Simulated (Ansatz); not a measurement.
# Re (bcc type): how the settings move a single-point run

Question: which choices in the input matter for Re (bcc type)?

Program: Ansatz 0.2.0. Level of theory: reference: DFT, PBEsol, norm-conserving pseudopotentials, Ansatz's default files, scalar-relativistic. These are calculated values, not measurements.

## (1) The system as given

Symmetry: Im-3m, No. 229, cubic system. Conventional cell: a = 2.329 Å, b = 2.329 Å, c = 2.329 Å, α = 90.00°, β = 90.00°, γ = 90.00°. Re (site symmetry m-3m) has 8 Re at 2.02 Å in its first shell of neighbours.

As a file:

```xyz
1
Lattice="-1.1644 1.1644 1.1644 1.1644 -1.1644 1.1644 1.1644 1.1644 -1.1644" Properties=species:S:1:pos:R:3 pbc="T T T"
Re    0.0000    0.0000    0.0000
```

## (2) Baseline

input.yaml

```yaml
crystal:
  lattice:
    - [-1.164355298, 1.164355298, 1.164355298]
    - [1.164355298, -1.164355298, 1.164355298]
    - [1.164355298, 1.164355298, -1.164355298]
  atoms:
    - { symbol: Re, position: [0.0, 0.0, 0.0] }
kpoints:
  mp_grid: { grid: [17, 17, 17] }
scf:
  occupations: { method: fermi_dirac, width: 0.1 }
hamiltonian:
  xc: pbesol
  pseudopotentials: { kind: nc }
output:
  forces: true
  stress: true
  eigenvalues: true
```

On the command line:

```
ansatz run input.yaml --threads 1 --pin off --max-ram 2048MiB --backend cpu --events-out ev --progress --plain --runs-dir out
```

## (3) Variant: accuracy high

input.yaml: that of step 2 with these lines changed.

```diff
@@ -18 +18,2 @@
   eigenvalues: true
+accuracy: high
```

**Question.** What will these runs give? Wanted: for each run, ending; energy change; pressure; gap; force.

The runs gave:

```
             run     ending  energy change  pressure (GPa)  gap (eV)  force (eV/Å)  cycles   time
       reference  converged              0          1867.9      0.00          0.00       5  1.7 s
1: accuracy high  converged   0.0 meV/atom          1867.9      0.00          0.00       7    2 s
```

Residual by cycle in the longest SCF loop of each run; runs are numbered as in the table. The quantity is the density residual dr2, in eV.

```
cycle  reference    run 1
    1     0.0492   0.0492
    2    0.00787  0.00787
    3     3.6e-5   3.6e-5
    4     5.0e-7   5.0e-7
    5     2.9e-8   2.9e-8
    6          -  1.7e-10
    7          -  4.0e-12
```

The changed input (accuracy level) leaves the energy the same to the digits printed. The structure is not at rest: the sound run finds 1868 GPa, so these are no properties of the relaxed crystal. 
